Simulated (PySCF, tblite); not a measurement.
# C3H11ClO2Si2: geometry, infrared bands and NMR shifts

Wanted: the infrared bands and NMR shifts of C3H11ClO2Si2 (`CCO[C@@H](O[SiH3])[SiH2]Cl`), by calculation.

The runs use tblite 0.8.0 and PySCF 2.14.0, with density-fitted response routines of our own; the level of theory stands in each step. All values are computed, except where a source is named. Atoms are numbered from 0 throughout.

**1. The molecule as given**

19 atoms, charge 0, multiplicity 1; geometry from: force field or distance geometry start.

Bonds of the start (Å): C0–C1 1.53, C1–O2 1.43, O2–C3 1.47, C3–O4 1.44, O4–Si5 1.67, C3–Si6 1.96, Si6–Cl7 2.05, C0–H8 1.09, C0–H9 1.10, C0–H10 1.09, C1–H11 1.10, C1–H12 1.08, C3–H13 1.09, Si5–H14 1.48, Si5–H15 1.48, Si5–H16 1.47, Si6–H17 1.49, Si6–H18 1.50.

**2. Relaxing the molecule with GFN2-xTB**

What the job is given:

```
{"job": {"kind": "relax", "xc": "GFN2-xTB", "basis": "xTB"}, "charge": 0, "multiplicity": 1}
C      2.375500    -2.057400     0.257900
C      1.223300    -1.231100    -0.326500
O      0.845400    -0.273800     0.659500
C     -0.219300     0.611000     0.175700
O     -1.424800    -0.174400     0.077900
Si    -2.527500     0.159600    -1.134900
Si    -0.346100     2.211600     1.306400
Cl    -1.317700     3.692300     0.270700
H      3.218700    -1.413000     0.517500
H      2.050300    -2.555200     1.186200
H      2.700600    -2.812800    -0.457200
H      0.383000    -1.897500    -0.553000
H      1.556000    -0.729400    -1.220000
H      0.106000     0.986700    -0.798000
H     -1.786900     0.536700    -2.361900
H     -3.384000     1.287400    -0.691600
H     -3.350500    -1.037200    -1.384500
H      1.004000     2.745700     1.619700
H     -1.115900     1.959900     2.566600
```

The run is started by

```console
OMP_NUM_THREADS=1 python probes_run.py task.json out
```

One launch serves the whole session: the jobs run in the order shown.

**Question.** This job is followed by: GFN2-xTB harmonic vibrations, gas phase; GIAO PBE0/pcSseg-1 NMR shielding, non-relativistic, gas phase. What will the session give for the following? strongest single infrared mode (GFN2-xTB); zero-point energy (GFN2-xTB); 13C shifts against TMS (PBE0/pcSseg-1); 1H shifts against TMS (PBE0/pcSseg-1, means over atoms taken as alike); 17O shifts against H2O (PBE0/pcSseg-1); 29Si shifts against TMS (PBE0/pcSseg-1); 35Cl shifts against HCl (PBE0/pcSseg-1).

**Answer**, as computed:

| quantity | value |
| --- | --- |
| strongest single infrared mode (GFN2-xTB) | 2206 cm⁻¹, 361 km/mol |
| zero-point energy (GFN2-xTB) | 82.9 kcal/mol |
| 13C shifts against TMS (PBE0/pcSseg-1) | 102.2, 69.9, 17.5 ppm |
| 1H shifts against TMS (PBE0/pcSseg-1, means over atoms taken as alike) | 5.00, 4.91, 4.82, 4.72, 4.30, 3.13, 1.35 ppm |
| 17O shifts against H2O (PBE0/pcSseg-1) | 96.4, 44.1 ppm |
| 29Si shifts against TMS (PBE0/pcSseg-1) | -23.6, -34.4 ppm |
| 35Cl shifts against HCl (PBE0/pcSseg-1) | -74 ppm |

In words: Over 163 steps the energy fell by 0.427 eV; of the close pairs, O2–C3 changed most, 1.466 to 1.389 Å. No mode is imaginary among the 51: a minimum at this level. The strongest single mode, at 2206 cm⁻¹, moves mainly H14. Unscaled tight-binding wavenumbers are off by several per cent, some by more. Its intensities can rank the bands wrongly.
